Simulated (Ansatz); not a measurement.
# GeH3Cl + GeH2: a complex and its separated parts, part 1 of 2

Aim: how far the complex at one end of a reaction step lies below its separated, relaxed parts, level by level.

The runs use Ansatz 0.2.0, Gaussian basis; PBE0-D4/def2-TZVP structures, single points in def2-TZVPP, no counterpoise correction.

Levels: SPW92, PBE-D4, BLYP-D4, r2SCAN-D4, B97M-V, PBE0-D4, B3LYP-D4, r2SCAN0-D4, BHLYP-D4, CAM-B3LYP-D4, wB97X-V, wB97M-V, B2PLYP, PBE-QIDH, RPA on PBE, Hartree-Fock, MP2, CCSD, CCSD(T).

Correlated methods freeze the cores. Filled d shells of the heavier atoms are correlated. B3LYP uses VWN-RPA correlation. B2PLYP carries no dispersion term here.

56 further runs of the same task are left out: 56 set aside as unsound or not needed.

## (1) The starting structure

The complex: 8 atoms, charge 0, spin multiplicity 1.

Atoms are counted from 1 here; the program's logs count them from 0.

Bond lengths: Ge1–Cl3 2.197 Å, Ge1–H6 1.526 Å, Ge1–H7 1.526 Å, Ge1–H8 1.533 Å, Ge2–Cl3 2.611 Å, Ge2–H4 1.589 Å, Ge2–H5 1.589 Å. Angles: Cl3–Ge1–H6 105.5°, Cl3–Ge1–H7 105.5°, Cl3–Ge1–H8 103.9°, H6–Ge1–H7 114.2°, H6–Ge1–H8 113.3°, H7–Ge1–H8 113.3°, Cl3–Ge2–H4 87.4°, Cl3–Ge2–H5 87.4°, H4–Ge2–H5 92.7°, Ge1–Cl3–Ge2 92.7°.

Coordinates:

```
Ge    0.01440   -0.66515    1.43310
Ge   -0.42479    1.30101   -1.41630
Cl    0.74751   -0.89313   -0.62497
H    -0.94581    0.48299   -2.67438
H     0.93896    1.68479   -2.13518
H    -1.50767   -0.68577    1.32748
H     0.58962    0.65970    1.92546
H     0.58780   -1.88443    2.16469
```

Its parts: GeH3Cl holds atoms 1, 3, 6, 7, 8; GeH2 holds atoms 2, 4, 5. Each part counts its atoms afresh in its own runs.

## (2) Relaxing GeH3Cl alone

File relax-a/in.yaml:

```yaml
crystal:
  periodic: [false, false, false]
  atoms:
    - {symbol: Ge, position_ang: [0.014398, -0.665150, 1.433097]}
    - {symbol: Cl, position_ang: [0.747508, -0.893133, -0.624966]}
    - {symbol: H, position_ang: [-1.507669, -0.685769, 1.327477]}
    - {symbol: H, position_ang: [0.589617, 0.659696, 1.925457]}
    - {symbol: H, position_ang: [0.587796, -1.884431, 2.164693]}
basis:
  gaussian: {orbitals: def2-TZVP}
hamiltonian: {xc: pbe0, dispersion: d4}
relax: {f_tol: 0.005, max_steps: 200}
```

The run is started by

```bash
> ansatz run in.yaml --threads 4 --pin off --events-out ev --progress --plain --max-ram 9574MiB
```

Standard output:

```text
Functional definition: PBE0
  name "PBE0"
  cite "Adamo & Barone, J. Chem. Phys. 110, 6158 (1999) doi:10.1063/1.478522"
  cite "Perdew, Burke & Ernzerhof, Phys. Rev. Lett. 77, 3865 (1996) doi:10.1103/PhysRevLett.77.3865"
  parent pbe
  parameter a = 0.25
  parameter kappa = 0.804
  parameter beta = 0.06672455060314922
  exchange = (1 - a)*pbe_x(kappa = kappa, mu = beta*pi^2/3) + a*exact_x
  correlation = pbe_c(beta = beta)
801 factors; their error is unknown
mean field evaluation 1: about -69078.9225 eV, gradient 1.9e1 eV
mean field evaluation 2: about -69078.8757 eV, gradient 2.2e1 eV
mean field evaluation 4: about -69079.3948 eV, gradient 5.8e-1 eV
mean field evaluation 8: about -69079.7046 eV, gradient 2.9e-2 eV
mean field -69079.70464478 eV, -2538.6323217902 hartree, gradient 1.5e-5 eV, S^2 0.000000; 0 other end points of the search recorded, 0 dependent functions left out
the calculation of the forces begins
reference -69079.70467090 eV, -2538.6323227499 hartree; 26, 26 occupied and 77, 77 virtual orbitals, 801 factors
relax step   1: F+E_penalty+E_count = -69079.76773757 eV  Δ(F+E_penalty+E_count) = +0.000e0 eV  max|allowed force component| = 7.534e-1 eV/Å  Δτ_max = 0.0000 Å  (22 SCF iters, accepted)
these checks for a lower state are left out or cut short: starts, cluster_reference, orbital_swaps, neighbouring_geometries, increment
801 factors; their error is unknown
mean field evaluation 16: about -69079.7238 eV, gradient 1.2e-1 eV
mean field -69079.72385697 eV, -2538.6330278251 hartree, gradient 5.5e-5 eV, S^2 0.000000; 0 other end points of the search recorded, 0 dependent functions left out
the calculation of the forces begins
reference -69079.72388315 eV, -2538.6330287872 hartree; 26, 26 occupied and 77, 77 virtual orbitals, 801 factors
relax step   2: F+E_penalty+E_count = -69079.78691147 eV  Δ(F+E_penalty+E_count) = -1.917e-2 eV  max|allowed force component| = 2.457e-1 eV/Å  Δτ_max = 0.0513 Å  (24 SCF iters, accepted)
these checks for a lower state are left out or cut short: starts, cluster_reference, orbital_swaps, neighbouring_geometries, increment
801 factors; their error is unknown
mean field -69079.72578298 eV, -2538.6330986047 hartree, gradient 4.8e-5 eV, S^2 0.000000; 0 other end points of the search recorded, 0 dependent functions left out
the calculation of the forces begins
reference -69079.72580916 eV, -2538.6330995668 hartree; 26, 26 occupied and 77, 77 virtual orbitals, 801 factors
relax step   3: F+E_penalty+E_count = -69079.78906694 eV  Δ(F+E_penalty+E_count) = -2.155e-3 eV  max|allowed force component| = 1.858e-1 eV/Å  Δτ_max = 0.0323 Å  (24 SCF iters, accepted)
these checks for a lower state are left out or cut short: starts, cluster_reference, orbital_swaps, neighbouring_geometries, increment
801 factors; their error is unknown
mean field -69079.72708801 eV, -2538.6331465637 hartree, gradient 4.7e-5 eV, S^2 0.000000; 0 other end points of the search recorded, 0 dependent functions left out
the calculation of the forces begins
reference -69079.72711419 eV, -2538.6331475257 hartree; 26, 26 occupied and 77, 77 virtual orbitals, 801 factors
relax step   4: F+E_penalty+E_count = -69079.79028379 eV  Δ(F+E_penalty+E_count) = -1.217e-3 eV  max|allowed force component| = 3.249e-3 eV/Å  Δτ_max = 0.0115 Å  (24 SCF iters, accepted)
801 factors; their error is unknown
mean field evaluation 32: about -69078.9891 eV, gradient 2.1e1 eV
mean field -69079.72708801 eV, -2538.6331465637 hartree, gradient 4.7e-5 eV, S^2 0.000000; 1 other end points of the search recorded, 0 dependent functions left out
the calculation of the forces begins
reference -69079.72711419 eV, -2538.6331475257 hartree; 26, 26 occupied and 77, 77 virtual orbitals, 801 factors
Total energy: -69079.79030997 eV, -2538.6354699276 hartree
Atom 0 at     0.033462    -0.678389     1.395983 Å, force     0.001733    -0.001521    -0.002589 eV/Å
Atom 1 at     0.742546    -0.883722    -0.628817 Å, force    -0.001148     0.000346     0.003249 eV/Å
Atom 2 at    -1.497404    -0.682243     1.340037 Å, force     0.000230     0.000615     0.000056 eV/Å
Atom 3 at     0.578302     0.649246     1.931924 Å, force    -0.000634     0.000055    -0.000196 eV/Å
Atom 4 at     0.574745    -1.873679     2.186631 Å, force    -0.000180     0.000505    -0.000521 eV/Å
Dipole moment:    -0.134720     0.039068     0.384566 e Å
```

It took 12 s on 4 threads of Intel Xeon at 2.50GHz, shared host; peak memory 0.51 GiB.

The steps of the relaxation:

```tsv
step	energy from step 1 (eV)	largest force component (eV/Å)
1	0.0000	0.7534
2	-0.0192	0.2457
3	-0.0213	0.1858
4	-0.0225	0.0032
```

Distances of close pairs at the start and the end, largest changes first:

```tsv
bond	before (Å)	after (Å)	change (Å)
Ge1–Cl2	2.197	2.155	-0.041
Ge1–H3	1.526	1.532	+0.006
Ge1–H4	1.526	1.532	+0.006
Ge1–H5	1.533	1.532	-0.001
```

## (3) Relaxing GeH2 alone

File relax-b/in.yaml:

```yaml
crystal:
  periodic: [false, false, false]
  atoms:
    - {symbol: Ge, position_ang: [-0.424795, 1.301009, -1.416298]}
    - {symbol: H, position_ang: [-0.945814, 0.482987, -2.674384]}
    - {symbol: H, position_ang: [0.938959, 1.684793, -2.135176]}
basis:
  gaussian: {orbitals: def2-TZVP}
hamiltonian: {xc: pbe0, dispersion: d4}
relax: {f_tol: 0.005, max_steps: 200}
```

The run is started by

```bash
> ansatz run in.yaml --threads 4 --pin off --events-out ev --progress --plain --max-ram 9574MiB
```

Standard output, shortened:

```text
[... 5 set-up lines as earlier in the session ...]
[...]
489 factors; their error is unknown
[...]
mean field -56541.87111781 eV, -2077.8754381228 hartree, gradient 1.1e-5 eV, S^2 0.000000; 0 other end points of the search recorded, 0 dependent functions left out
[...]
reference -56541.87411402 eV, -2077.8755482314 hartree; 17, 17 occupied and 43, 43 virtual orbitals, 489 factors
Total energy: -56541.89297131 eV, -2077.8762412242 hartree
Atom 0 at    -0.431081     1.304301    -1.401431 Å, force     0.000050    -0.000026    -0.000116 eV/Å
Atom 1 at    -0.929444     0.489762    -2.678062 Å, force     0.000061     0.000068     0.000083 eV/Å
Atom 2 at     0.928876     1.674726    -2.146365 Å, force    -0.000111    -0.000042     0.000034 eV/Å
Dipole moment:    -0.011951     0.006160     0.028041 e Å
```

Run time: 6.5 s. Hardware: 4 threads of Intel Xeon at 2.50GHz, shared host; peak memory 0.51 GiB.

Relaxation path:

```tsv
step	energy from step 1 (eV)	largest force component (eV/Å)
1	0.0000	0.2015
2	0.0004	0.1126
3	-0.0030	0.0061
4	-0.0030	0.0001
```

Distances of close pairs at the start and the end, largest changes first:

```tsv
bond	before (Å)	after (Å)	change (Å)
Ge1–H2	1.589	1.594	+0.006
Ge1–H3	1.589	1.594	+0.006
```

## (4) SPW92/def2-TZVPP

File parta/in.yaml:

```yaml
crystal:
  periodic: [false, false, false]
  atoms:
    - {symbol: Ge, position_ang: [0.033462, -0.678389, 1.395983]}
    - {symbol: Cl, position_ang: [0.742546, -0.883722, -0.628817]}
    - {symbol: H, position_ang: [-1.497404, -0.682243, 1.340037]}
    - {symbol: H, position_ang: [0.578302, 0.649246, 1.931924]}
    - {symbol: H, position_ang: [0.574745, -1.873679, 2.186631]}
basis:
  gaussian: {orbitals: def2-TZVPP}
hamiltonian: {xc: lda}
```

File partb/in.yaml:

```yaml
crystal:
  periodic: [false, false, false]
  atoms:
    - {symbol: Ge, position_ang: [-0.431081, 1.304301, -1.401431]}
    - {symbol: H, position_ang: [-0.929444, 0.489762, -2.678062]}
    - {symbol: H, position_ang: [0.928876, 1.674726, -2.146365]}
basis:
  gaussian: {orbitals: def2-TZVPP}
hamiltonian: {xc: lda}
```

The same command starts each run, in its folder.

The run is started by

```bash
> ansatz run in.yaml --threads 4 --pin off --events-out ev --progress --plain --max-ram 9574MiB
```

parta printed, shortened:

```text
Functional definition: SPW92
  name "SPW92"
  cite "Dirac, Proc. Camb. Phil. Soc. 26, 376 (1930) doi:10.1017/S0305004100016108"
  cite "Slater, Phys. Rev. 81, 385 (1951) doi:10.1103/PhysRev.81.385"
  cite "Perdew & Wang, Phys. Rev. B 45, 13244 (1992) doi:10.1103/PhysRevB.45.13244"
[...]
829 factors; their error is unknown
[...]
mean field -68963.67386338 eV, -2534.3682692220 hartree, gradient 3.0e-5 eV, S^2 0.000000; 0 other end points of the search recorded, 0 dependent functions left out
reference -68963.67389592 eV, -2534.3682704180 hartree; 26, 26 occupied and 106, 106 virtual orbitals, 829 factors
Total energy: -68963.67389592 eV, -2534.3682704180 hartree
```

Output in partb, shortened:

```text
[... 5 set-up lines as earlier in the session ...]
[...]
476 factors; their error is unknown
[...]
mean field -56462.36356691 eV, -2074.9535895194 hartree, gradient 5.1e-5 eV, S^2 0.000000; 0 other end points of the search recorded, 0 dependent functions left out
reference -56462.36359035 eV, -2074.9535903809 hartree; 17, 17 occupied and 59, 59 virtual orbitals, 476 factors
Total energy: -56462.36359035 eV, -2074.9535903809 hartree
```

Times: 1.5 s (parta), 0.72 s (partb) on 4 threads of Intel Xeon at 2.50GHz, shared host; peak memory 0.51 GiB.

## (5) PBE-D4/def2-TZVPP

The same edit goes into each in.yaml of step 4 (parta, partb):

```diff
-hamiltonian: {xc: lda}
+hamiltonian: {xc: pbe, dispersion: d4}
```

One command serves all of them, each in its own folder.

The run is started by

```bash
> ansatz run in.yaml --threads 4 --pin off --events-out ev --progress --plain --max-ram 9574MiB
```

parta printed, shortened:

```text
Functional definition: PBE
  name "PBE"
[... 2 set-up lines as earlier in the session ...]
[...]
829 factors; their error is unknown
[...]
mean field -69077.12138085 eV, -2538.5373885918 hartree, gradient 3.8e-5 eV, S^2 0.000000; 0 other end points of the search recorded, 0 dependent functions left out
reference -69077.12141560 eV, -2538.5373898686 hartree; 26, 26 occupied and 106, 106 virtual orbitals, 829 factors
Total energy: -69077.19702889 eV, -2538.5401686058 hartree
```

Log of partb, shortened:

```text
[... 4 set-up lines as earlier in the session ...]
[...]
476 factors; their error is unknown
[...]
mean field -56540.42506326 eV, -2077.8222965983 hartree, gradient 7.3e-5 eV, S^2 0.000000; 0 other end points of the search recorded, 0 dependent functions left out
reference -56540.42508803 eV, -2077.8222975085 hartree; 17, 17 occupied and 59, 59 virtual orbitals, 476 factors
Total energy: -56540.44814756 eV, -2077.8231449308 hartree
```

Wall times: 1.7 s (parta), 1.4 s (partb) on 4 threads of Intel Xeon at 2.50GHz, shared host; peak memory 0.51 GiB.

## (6) BLYP-D4/def2-TZVPP

Each input of step 5 (parta, partb) changes in the same lines:

```diff
-hamiltonian: {xc: pbe, dispersion: d4}
+hamiltonian: {xc: {name: BLYP}, dispersion: d4}
```

One command serves all of them, each in its own folder.

The run is started by

```bash
> ansatz run in.yaml --threads 4 --pin off --events-out ev --progress --plain --max-ram 9574MiB
```

Output in parta, shortened:

```text
Functional definition: BLYP
  name "BLYP"
  cite "Becke, Phys. Rev. A 38, 3098 (1988) doi:10.1103/PhysRevA.38.3098"
  cite "Lee, Yang & Parr, Phys. Rev. B 37, 785 (1988) doi:10.1103/PhysRevB.37.785"
[...]
829 factors; their error is unknown
[...]
mean field -69092.27147127 eV, -2539.0941441454 hartree, gradient 3.2e-5 eV, S^2 0.000000; 0 other end points of the search recorded, 0 dependent functions left out
reference -69092.27178451 eV, -2539.0941556570 hartree; 26, 26 occupied and 106, 106 virtual orbitals, 829 factors
Total energy: -69092.43861947 eV, -2539.1002867286 hartree
```

Log of partb, shortened:

```text
[... 4 set-up lines as earlier in the session ...]
[...]
476 factors; their error is unknown
[...]
mean field -56550.78519229 eV, -2078.2030243176 hartree, gradient 8.1e-5 eV, S^2 0.000000; 0 other end points of the search recorded, 0 dependent functions left out
reference -56550.78542324 eV, -2078.2030328049 hartree; 17, 17 occupied and 59, 59 virtual orbitals, 476 factors
Total energy: -56550.83893413 eV, -2078.2049992938 hartree
```

They took 2 s (parta), 1.3 s (partb) on 4 threads of Intel Xeon at 2.50GHz, shared host; peak memory 0.51 GiB.

## (7) r2SCAN-D4/def2-TZVPP

Each input of step 6 (parta, partb) changes in the same lines:

```diff
-hamiltonian: {xc: {name: BLYP}, dispersion: d4}
+hamiltonian: {xc: r2scan, dispersion: d4}
```

One command serves all of them, each in its own folder.

The run is started by

```bash
> ansatz run in.yaml --threads 4 --pin off --events-out ev --progress --plain --max-ram 9574MiB
```

parta printed, shortened:

```text
Functional definition: r2SCAN
  name "r2SCAN"
  cite "Furness, Kaplan, Ning, Perdew & Sun, J. Phys. Chem. Lett. 11, 8208 (2020) doi:10.1021/acs.jpclett.0c02405"
  cite "Furness, Kaplan, Ning, Perdew & Sun, J. Phys. Chem. Lett. 11, 9248 (2020) doi:10.1021/acs.jpclett.0c03077"
  parent r2scan
[...]
829 factors; their error is unknown
[...]
mean field -69089.95272469 eV, -2539.0089317804 hartree, gradient 2.3e-5 eV, S^2 0.000000; 0 other end points of the search recorded, 0 dependent functions left out
reference -69089.95273389 eV, -2539.0089321186 hartree; 26, 26 occupied and 106, 106 virtual orbitals, 829 factors
Total energy: -69089.96908511 eV, -2539.0095330149 hartree
```

partb printed, shortened:

```text
[... 5 set-up lines as earlier in the session ...]
[...]
476 factors; their error is unknown
[...]
mean field -56548.70230545 eV, -2078.1264796380 hartree, gradient 1.5e-5 eV, S^2 0.000000; 0 other end points of the search recorded, 0 dependent functions left out
reference -56548.70231300 eV, -2078.1264799156 hartree; 17, 17 occupied and 59, 59 virtual orbitals, 476 factors
Total energy: -56548.70720001 eV, -2078.1266595101 hartree
```

Wall times: 3.2 s (parta), 2 s (partb) on 4 threads of Intel Xeon at 2.50GHz, shared host; peak memory 0.51 GiB.

## (8) B97M-V/def2-TZVPP

Each input of step 7 (parta, partb) changes in the same lines:

```diff
-hamiltonian: {xc: r2scan, dispersion: d4}
+hamiltonian: {xc: {name: B97M-V}}
```

One command serves all of them, each in its own folder.

The run is started by

```bash
> ansatz run in.yaml --threads 4 --pin off --events-out ev --progress --plain --max-ram 9574MiB
```

Log of parta, shortened:

```text
Functional definition: B97M-V
  name "B97M-V"
  cite "Mardirossian & Head-Gordon, J. Chem. Phys. 142, 074111 (2015) doi:10.1063/1.4907719"
  cite "Becke, J. Chem. Phys. 107, 8554 (1997) doi:10.1063/1.475007"
  cite "Vydrov & Van Voorhis, J. Chem. Phys. 133, 244103 (2010) doi:10.1063/1.3521275"
  # Of w^i u^j: cxij and so on, Table III.
[...]
  gx(w, u) = cx00 + cx01*u + cx02*u^2 + (cx10 + cx11*u)*w
[...]
  gos(w, u) = cos00 + cos01*u + cos03*u^3 + cos10*w + cos32*w^3*u^2
[...]
      + integral(e_c_pw_mod_opposite_spin*gos(b97_w_opposite, b97_u_opposite)) + vv10(b, c)
829 factors; their error is unknown
[...]
mean field -69077.36568814 eV, -2538.5463667189 hartree, gradient 3.6e-5 eV, S^2 0.000000; 0 other end points of the search recorded, 0 dependent functions left out
reference -69077.36573388 eV, -2538.5463684000 hartree; 26, 26 occupied and 106, 106 virtual orbitals, 829 factors
Total energy: -69077.36573388 eV, -2538.5463684000 hartree
```

Output in partb, shortened:

```text
[... 5 set-up lines as earlier in the session ...]
  # Of w^i u^j: cxij and so on, Table III.
[...]
  gx(w, u) = cx00 + cx01*u + cx02*u^2 + (cx10 + cx11*u)*w
[...]
  gos(w, u) = cos00 + cos01*u + cos03*u^3 + cos10*w + cos32*w^3*u^2
[...]
      + integral(e_c_pw_mod_opposite_spin*gos(b97_w_opposite, b97_u_opposite)) + vv10(b, c)
476 factors; their error is unknown
[...]
mean field -56538.55640470 eV, -2077.7536246627 hartree, gradient 1.4e-5 eV, S^2 0.000000; 0 other end points of the search recorded, 0 dependent functions left out
reference -56538.55644305 eV, -2077.7536260722 hartree; 17, 17 occupied and 59, 59 virtual orbitals, 476 factors
Total energy: -56538.55644305 eV, -2077.7536260722 hartree
```

Times: 5.5 s (parta), 2.5 s (partb) on 4 threads of Intel Xeon at 2.50GHz, shared host; peak memory 0.51 GiB.

## (9) PBE0-D4/def2-TZVPP

Each input of step 8 (parta, partb) changes in the same lines:

```diff
-hamiltonian: {xc: {name: B97M-V}}
+hamiltonian: {xc: pbe0, dispersion: d4}
+output: {orbitals: {seedname: orbitals}}
```

Each run has its own folder and the same command.

The run is started by

```bash
> ansatz run in.yaml --threads 4 --pin off --events-out ev --progress --plain --max-ram 9574MiB
```

parta printed, shortened:

```text
[... 5 set-up lines as earlier in the session ...]
[...]
903 factors; their error is unknown
[...]
mean field -69079.74689209 eV, -2538.6338743503 hartree, gradient 2.2e-5 eV, S^2 0.000000; 0 other end points of the search recorded, 0 dependent functions left out
reference -69079.74691828 eV, -2538.6338753127 hartree; 26, 26 occupied and 106, 106 virtual orbitals, 903 factors
Total energy: -69079.81011406 eV, -2538.6361977145 hartree
```

Log of partb, shortened:

```text
[... 5 set-up lines as earlier in the session ...]
[...]
519 factors; their error is unknown
[...]
mean field -56541.88544035 eV, -2077.8759644666 hartree, gradient 2.8e-5 eV, S^2 0.000000; 0 other end points of the search recorded, 0 dependent functions left out
reference -56541.88545909 eV, -2077.8759651551 hartree; 17, 17 occupied and 59, 59 virtual orbitals, 519 factors
Total energy: -56541.90431639 eV, -2077.8766581479 hartree
```

They took 2.5 s (parta), 1.6 s (partb) on 4 threads of Intel Xeon at 2.50GHz, shared host; peak memory 0.51 GiB.

## (10) B3LYP-D4/def2-TZVPP

Each input of step 9 (parta, partb) changes in the same lines:

```diff
-hamiltonian: {xc: pbe0, dispersion: d4}
-output: {orbitals: {seedname: orbitals}}
+hamiltonian: {xc: {name: B3LYP}, dispersion: d4}
```

The same command starts each run, in its folder.

The run is started by

```bash
> ansatz run in.yaml --threads 4 --pin off --events-out ev --progress --plain --max-ram 9574MiB
```

Log of parta, shortened:

```text
Functional definition: B3LYP
  name "B3LYP"
  cite "Stephens, Devlin, Chabalowski & Frisch, J. Phys. Chem. 98, 11623 (1994) doi:10.1021/j100096a001"
[... 2 set-up lines as earlier in the session ...]
  cite "Vosko, Wilk & Nusair, Can. J. Phys. 58, 1200 (1980) doi:10.1139/p80-159"
[...]
879 factors; their error is unknown
[...]
mean field -69092.87751478 eV, -2539.1164158339 hartree, gradient 2.5e-5 eV, S^2 0.000000; 0 other end points of the search recorded, 0 dependent functions left out
reference -69092.87774998 eV, -2539.1164244770 hartree; 26, 26 occupied and 106, 106 virtual orbitals, 879 factors
Total energy: -69093.00198752 eV, -2539.1209901225 hartree
```

Log of partb, shortened:

```text
[... 6 set-up lines as earlier in the session ...]
[...]
507 factors; their error is unknown
[...]
mean field -56550.62551306 eV, -2078.1971562142 hartree, gradient 9.6e-6 eV, S^2 0.000000; 0 other end points of the search recorded, 0 dependent functions left out
reference -56550.62568550 eV, -2078.1971625514 hartree; 17, 17 occupied and 59, 59 virtual orbitals, 507 factors
Total energy: -56550.66365963 eV, -2078.1985580749 hartree
```

They took 2.5 s (parta), 1.2 s (partb) on 4 threads of Intel Xeon at 2.50GHz, shared host; peak memory 0.51 GiB.

## (11) r2SCAN0-D4/def2-TZVPP

Each input of step 10 (parta, partb) changes in the same lines:

```diff
-hamiltonian: {xc: {name: B3LYP}, dispersion: d4}
+hamiltonian: {xc: {name: r2SCAN0}, dispersion: d4}
```

Each run has its own folder and the same command.

The run is started by

```bash
> ansatz run in.yaml --threads 4 --pin off --events-out ev --progress --plain --max-ram 9574MiB
```

Log of parta, shortened:

```text
Functional definition: r2SCAN0
  name "r2SCAN0"
  cite "Bursch, Neugebauer, Ehlert & Grimme, J. Chem. Phys. 156, 134105 (2022) doi:10.1063/5.0086040"
[... 3 set-up lines as earlier in the session ...]
[...]
903 factors; their error is unknown
[...]
mean field -69089.37780774 eV, -2538.9878039720 hartree, gradient 4.9e-5 eV, S^2 0.000000; 0 other end points of the search recorded, 0 dependent functions left out
reference -69089.37781507 eV, -2538.9878042414 hartree; 26, 26 occupied and 106, 106 virtual orbitals, 903 factors
Total energy: -69089.39763237 eV, -2538.9885325139 hartree
```

Output in partb, shortened:

```text
[... 6 set-up lines as earlier in the session ...]
[...]
519 factors; their error is unknown
[...]
mean field -56548.18197797 eV, -2078.1073579561 hartree, gradient 2.4e-5 eV, S^2 0.000000; 0 other end points of the search recorded, 0 dependent functions left out
reference -56548.18198396 eV, -2078.1073581762 hartree; 17, 17 occupied and 59, 59 virtual orbitals, 519 factors
Total energy: -56548.18779798 eV, -2078.1075718374 hartree
```

Wall times: 3.9 s (parta), 2 s (partb) on 4 threads of Intel Xeon at 2.50GHz, shared host; peak memory 0.51 GiB.

(Continued in part 2 of 2.)
